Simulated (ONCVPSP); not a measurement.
# Ge: the cost of one run

Method: ONCVPSP 4.0.1.1 (patched build), PBE, scalar-relativistic.

## (1) Settings

Typed settings, in words:

```json
{
 "element": "germanium (Ge, Z = 32)",
 "type": "optimised norm-conserving Vanderbilt (ONCV)",
 "frozen core": "[Ne]",
 "valence charge": "22",
 "reference configuration": "3s2 3p6 3d10 4s2 4p2",
 "partial waves": "3s+4s: rc 1.20 bohr, ncon 4, nbas 8, qcut 10.5 1/bohr, 2 projectors; 3p+4p: rc 1.30 bohr, ncon 4, nbas 7, qcut 13.5 1/bohr, 2 projectors; 3d: rc 1.15 bohr, ncon 4, nbas 9, qcut 13.3 1/bohr, 2 projectors, debl 2.5 Ha",
 "local potential": "polynomial inside 0.80 bohr (lpopt 5, dvloc0 0 Ha)",
 "core correction": "Teter function, fcfact 4.25, rcfact 1.55"
}
```

The outer shells as boxes (Hund's rule for the drawing; the calculation is spin-unpolarised):

```
[Ne] core
3s [↑↓]
3p [↑↓][↑↓][↑↓]
3d [↑↓][↑↓][↑↓][↑↓][↑↓]
4s [↑↓]
4p [↑ ][↑ ][  ]
```

An earlier all-electron run gives the scale for the radii.

All-electron outer shells of the reference configuration (PBE, scalar-relativistic, ld1.x):

```tsv
shell	level (eV)	outermost node (bohr)	outermost maximum (bohr)
2s	-1371.79	0.06	0.18
2p	-1198.71	–	0.14
3s	-168.49	0.26	0.54
3p	-115.62	0.23	0.54
3d	-29.31	–	0.50
4s	-11.73	0.77	1.75
4p	-3.90	0.82	2.22
```

## (2) Generating the potential

The input, Ge.dat:

```
# ATOM AND REFERENCE CONFIGURATION
# atsym  z   nc   nv     iexc    psfile
  Ge 32.00    3    5        4      upf
#
#   n    l    f
    1    0    2.00
    2    0    2.00
    2    1    6.00
    3    0    2.00
    3    1    6.00
    3    2   10.00
    4    0    2.00
    4    1    2.00
#
# PSEUDOPOTENTIAL AND OPTIMIZATION
# lmax
    2
#
#   l,   rc,      ep,       ncon, nbas, qcut
    0    1.20    0.00    4    8   10.50
    1    1.30    0.00    4    7   13.50
    2    1.15    0.00    4    9   13.30
#
# LOCAL POTENTIAL
# lloc, lpopt,  rc(5),   dvloc0
    4    5    0.80    0.00
#
# VANDERBILT-KLEINMAN-BYLANDER PROJECTORs
# l, nproj, debl
    0    2    3.00
    1    2    2.80
    2    2    2.50
#
# MODEL CORE CHARGE
# icmod, fcfact, rcfact
    3    4.25    1.55
#
# LOG DERIVATIVE ANALYSIS
# epsh1, epsh2, depsh
   -8.00    5.00    0.04
#
# OUTPUT GRID
# rlmax, drl
    6.00    0.01
#
# TEST CONFIGURATIONS
# ncnf
    4
# nvcnf
#   n    l    f
    5
    3    0    2.00
    3    1    6.00
    3    2   10.00
    4    0    2.00
    4    1    1.00
#
    5
    3    0    2.00
    3    1    6.00
    3    2   10.00
    4    0    2.00
    4    1    0.00
#
    5
    3    0    2.00
    3    1    6.00
    3    2   10.00
    4    0    1.00
    4    1    0.00
#
    5
    3    0    2.00
    3    1    6.00
    3    2   10.00
    4    0    2.00
    4    1    1.50
#
```

Run with:

```console
$ oncvpsp.x < Ge.dat > Ge.out
```

**Question.** How long does this run take on 1 thread of Neoverse-V1, shared host?

About 5.3 s.
